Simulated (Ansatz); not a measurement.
# KCo2As2: properties at the relaxed cell

One table from this session's results is given with a row withheld; the runs are named, their logs left out.

Program: Ansatz 0.2.0. Level of theory: DFT PBEsol, scalar-relativistic, plane waves, PAW. These are calculated values, not measurements.

1 further run of the same task is left out (set aside as unsound or not needed).

### The system as given

Symmetry: I4/mmm, No. 139, tetragonal system. Conventional cell: a = 3.716 Å, b = 3.716 Å, c = 13.479 Å, α = 90.00°, β = 90.00°, γ = 90.00°. K (site symmetry 4/mmm) is surrounded by 8 As at 3.33 Å and 4 K at 3.72 Å. Co (site symmetry -4m2) is surrounded by 4 As at 2.28 Å. As (site symmetry 4mm) is surrounded by 4 Co at 2.28 Å.

As a file:

```cif
data_structure
_symmetry_space_group_name_H-M 'P 1'
_symmetry_Int_Tables_number 1
_cell_length_a 7.2334
_cell_length_b 7.2334
_cell_length_c 7.2334
_cell_angle_alpha 150.236
_cell_angle_beta 150.236
_cell_angle_gamma 42.595
_cell_volume 93.04
loop_
_atom_site_label
_atom_site_type_symbol
_atom_site_fract_x
_atom_site_fract_y
_atom_site_fract_z
_atom_site_occupancy
K1 K 0.00000 0.00000 0.00000 1
Co1 Co 0.75000 0.25000 0.50000 1
Co2 Co 0.25000 0.75000 0.50000 1
As1 As 0.34825 0.34825 0.00000 1
As2 As 0.65175 0.65175 0.00000 1
```

It goes back to an entry of the Materials Project.

This cell was relaxed beforehand with the same method: volume 18.61 Å³/atom, gap on the mesh none (metal).

The first run:

Contents of input.yaml:

```yaml
crystal:
  lattice:
    - [-1.8389961588, 1.8389961588, 6.671349597]
    - [1.8389961588, -1.8389961588, 6.671349597]
    - [1.8389961588, 1.8389961588, -6.671349597]
  atoms:
    - { symbol: K, position: [0.0, 0.0, 0.0] }
    - { symbol: Co, position: [0.75, 0.25, 0.5] }
    - { symbol: Co, position: [0.25, 0.75, 0.5] }
    - { symbol: As, position: [0.3482500337, 0.3482500337, 0.0] }
    - { symbol: As, position: [0.6517499663, 0.6517499663, 0.0] }
basis:
  ecutwfc: 420
kpoints:
  mp_grid: { grid: [14, 14, 14] }
hamiltonian:
  xc: pbesol
scf:
  occupations: { method: gaussian, width: 0.1 }
output:
  forces: true
  stress: true
  eigenvalues: true
  write_density: true
  write_potential: true
  elf: true
  volumetric_format: npy
relax:
  adjacent_minimum: "off"
  f_tol: 0.01
  max_steps: 30
  cell: { stress_tol: 0.1, fix: [volume] }
```

The run is started by

```
> ansatz run input.yaml --threads 2 --pin off --max-ram 5120MiB --backend cpu --events-out ev --progress --plain --runs-dir out
```

Steps of the session up to this table: Point at V/V0 = 0.97; Point at V/V0 = 1.03; The cell scaled to 0.94 of its volume; Point at V/V0 = 1.06; The cell scaled to 0.91 of its volume; The cell scaled to 1.10 of its volume; Point at V/V0 = 0.88.

One table of the session follows, with a row left open; its other results are not shown here.

It belongs to the step «Fit of the equation of state». 

| volume (Å³/atom) | energy above the lowest point (meV/atom) | pressure (GPa) |
| --- | --- | --- |
| 16.375 | 52.6 | 8.62 |
| 16.933 | 27.5 | 5.83 |
| 17.491 | 11.4 | 3.56 |
| 18.050 | ? | ? |
| 18.608 | 0.0 | 0.01 |
| 19.166 | 2.5 | -1.34 |
| 19.724 | 9.1 | -2.45 |
| 20.469 | 23.5 | -3.64 |

**Question.** Estimate the row for volume (Å³/atom) = 18.050.

Worked estimate for «energy above the lowest point (meV/atom)». A straight line through the neighbours (17.491, 11.4) and (18.608, 0.0) gives 11.4 + (0.0 − 11.4) × (18.050 − 17.491) / (18.608 − 17.491) = 5.7; a parabola fitted to 4 rows on both sides gives 2.6.

**Answer.** energy above the lowest point (meV/atom): 2.6; pressure (GPa): 1.63. In «energy above the lowest point (meV/atom)» the line misses by +3.1 and the parabola by 0.0.

To keep in mind: The final runs have no spin polarisation, so no magnetic state was tried and one may lie lower.
